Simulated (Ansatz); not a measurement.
**CH9NOSi2: one species, many methods**

An exercise on one series of results from a longer session: the logs are not shown, and one member is left open.

The runs use Ansatz 0.2.0, Gaussian basis; functionals in def2-TZVPP, the program's frozen cores in correlated methods.

The runs, in order: PBE-D4, r2SCAN-D4, PBE0-D4, B3LYP-D4, ωB97X-V, ωB97M-V, B2PLYP; CCSD(T)/def2-TZVPP; MP2/def2-QZVPP; extrapolation to the limit.

### The geometry

The geometry comes from an earlier relaxation with PBE0-D4 in a triple-zeta def2 set; it is a stationary point, not always the lowest conformer.

SMILES `C[SiH2]N[SiH2]O`, 14 atoms, charge 0, spin multiplicity 1.

Atoms are counted from 1 here; the program's logs count them from 0.

Bond lengths: C1–Si2 1.866 Å, C1–H6 1.093 Å, C1–H7 1.094 Å, C1–H8 1.093 Å, Si2–N3 1.733 Å, Si2–H9 1.487 Å, Si2–H10 1.490 Å, N3–Si4 1.718 Å, N3–H11 1.010 Å, Si4–O5 1.648 Å, Si4–H12 1.488 Å, Si4–H13 1.479 Å, O5–H14 0.958 Å. Angles: Si2–C1–H6 111.2°, Si2–C1–H7 110.7°, Si2–C1–H8 110.6°, H6–C1–H7 107.9°, H6–C1–H8 108.2°, H7–C1–H8 108.2°, C1–Si2–N3 113.4°, C1–Si2–H9 109.8°, C1–Si2–H10 108.9°, N3–Si2–H9 106.0°, N3–Si2–H10 109.2°, H9–Si2–H10 109.5°, Si2–N3–Si4 127.5°, Si2–N3–H11 116.8°, Si4–N3–H11 115.6°, N3–Si4–O5 114.2°, N3–Si4–H12 105.9°, N3–Si4–H13 110.8° and more.

The first run:

File in.yaml:

```yaml
crystal:
  periodic: [false, false, false]
  atoms:
    - {symbol: C, position_ang: [0.156424, -0.447857, 2.165783]}
    - {symbol: Si, position_ang: [-0.112880, 0.915645, 0.920703]}
    - {symbol: N, position_ang: [0.590669, 0.582313, -0.627931]}
    - {symbol: Si, position_ang: [-0.207707, 0.011736, -2.037561]}
    - {symbol: O, position_ang: [-0.766561, -1.534100, -1.918197]}
    - {symbol: H, position_ang: [1.221962, -0.618783, 2.339969]}
    - {symbol: H, position_ang: [-0.303446, -0.191978, 3.124394]}
    - {symbol: H, position_ang: [-0.286572, -1.382368, 1.813136]}
    - {symbol: H, position_ang: [-1.569208, 1.096385, 0.679319]}
    - {symbol: H, position_ang: [0.463188, 2.180225, 1.458560]}
    - {symbol: H, position_ang: [1.591071, 0.692590, -0.707029]}
    - {symbol: H, position_ang: [0.781692, 0.132741, -3.142716]}
    - {symbol: H, position_ang: [-1.437485, 0.790297, -2.297331]}
    - {symbol: H, position_ang: [-0.121137, -2.226846, -1.771088]}
basis:
  gaussian: {orbitals: def2-TZVPP}
hamiltonian: {xc: pbe, dispersion: d4}
output: {forces: true, orbitals: {seedname: orbitals}}
```

Command:

```
$ ansatz run in.yaml --threads 2 --pin off --events-out ev --progress --plain --max-ram 32768MiB --backend cuda --devices 0, --max-vram 18GiB
```

Among the steps run: PBE-D4 (GGA); r2SCAN-D4 (meta-GGA); PBE0-D4 (hybrid); B3LYP-D4 (hybrid); ωB97X-V (range-separated); ωB97M-V (range-separated); B2PLYP (double hybrid); CCSD(T) in def2-TZVPP; MP2 in def2-QZVPP.

One table of the session follows, with a row left open; its other results are not shown here.

```
            method  atomisation energy (kJ/mol)
            PBE-D4                       4989.3
         r2SCAN-D4                       4967.5
           PBE0-D4                       4934.1
          B3LYP-D4                       4981.0
           ωB97X-V                       5004.6
           ωB97M-V                       4997.9
            B2PLYP                       4924.7
     HF/def2-TZVPP                       3668.2
    MP2/def2-TZVPP                            ?
   CCSD/def2-TZVPP                       4798.5
CCSD(T)/def2-TZVPP                       4854.9
           MP2/CBS                       5034.8
       CCSD(T)/CBS                       4995.0
```

Estimate the missing values for MP2/def2-TZVPP.

The run gave: atomisation energy (kJ/mol): 4894.7. In the column «atomisation energy (kJ/mol)» it lies between CCSD(T)/def2-TZVPP (4854.9) and B2PLYP (4924.7).
